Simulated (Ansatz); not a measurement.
# H2OSiTe (SMILES O1[SiH2][Te]1): single points off equilibrium

An exercise on one series of results from a longer session: the logs are not shown, and one member is left open.

The runs use Ansatz 0.2.0, Gaussian basis; single points in def2-TZVPP.

Cores are frozen in the correlated methods. Filled d shells of the heavier atoms are correlated. Core potentials replace the inner electrons past krypton, and spin-orbit coupling is left out.

## The system as given

SMILES `O1[SiH2][Te]1`, 5 atoms, charge 0, spin multiplicity 1.

Atoms are counted from 1 here; the program's logs count them from 0.

Bond lengths: O1–Si2 1.820 Å, O1–Te3 2.123 Å, Si2–Te3 2.500 Å, Si2–H4 1.179 Å, Si2–H5 1.542 Å. Angles: Si2–O1–Te3 78.3°, O1–Si2–Te3 56.2°, O1–Si2–H4 113.9°, O1–Si2–H5 103.5°, Te3–Si2–H4 126.2°, Te3–Si2–H5 109.1°, H4–Si2–H5 123.9°, O1–Te3–Si2 45.5°.

As a file:

| atom | x (Å) | y (Å) | z (Å) |
| --- | --- | --- | --- |
| O1 | 0.9840 | -0.9914 | -0.1828 |
| Si2 | -0.1900 | 0.3946 | -0.3024 |
| Te3 | -0.3140 | -1.3845 | 1.4499 |
| H4 | -0.7977 | 0.4205 | -1.3121 |
| H5 | 0.6094 | 1.5913 | 0.2503 |

The first run:

Input file run/in.yaml:

```yaml
crystal:
  periodic: [false, false, false]
  atoms:
    - {symbol: O, position_ang: [0.984000, -0.991400, -0.182800]}
    - {symbol: Si, position_ang: [-0.190000, 0.394600, -0.302400]}
    - {symbol: Te, position_ang: [-0.314000, -1.384500, 1.449900]}
    - {symbol: H, position_ang: [-0.797700, 0.420500, -1.312100]}
    - {symbol: H, position_ang: [0.609400, 1.591300, 0.250300]}
basis:
  gaussian: {orbitals: def2-TZVPP}
correlation: {method: ccsd_t}
output: {forces: true}
```

The command line of these runs was not kept.

Among the steps run: CCSD(T)/def2-TZVPP; PBE0-D4/def2-TZVPP; wB97M-V/def2-TZVPP; r2SCAN-D4/def2-TZVPP; PBE-D4/def2-TZVPP; CAM-B3LYP-D4/def2-TZVPP; BLYP-D4/def2-TZVPP.

One of the session's tables, all rows but one given; the rest of the session is left out.

```
      method  RMS force component (eV/Å)  angle to CCSD(T) forces (°)  dipole (D)
     CCSD(T)                       4.737                    reference        2.76
     PBE0-D4                           ?                            ?           ?
     wB97M-V                       4.755                          2.5        2.95
   r2SCAN-D4                       4.737                          0.8        2.66
      PBE-D4                       4.648                          2.3        2.49
CAM-B3LYP-D4                       4.763                          2.5        2.97
     BLYP-D4                       4.543                          3.5        2.59
```

Estimate the missing values for PBE0-D4.

**Answer.** RMS force component (eV/Å): 4.787; angle to CCSD(T) forces (°): 1.9; dipole (D): 2.75. In the column «RMS force component (eV/Å)» it is the highest.
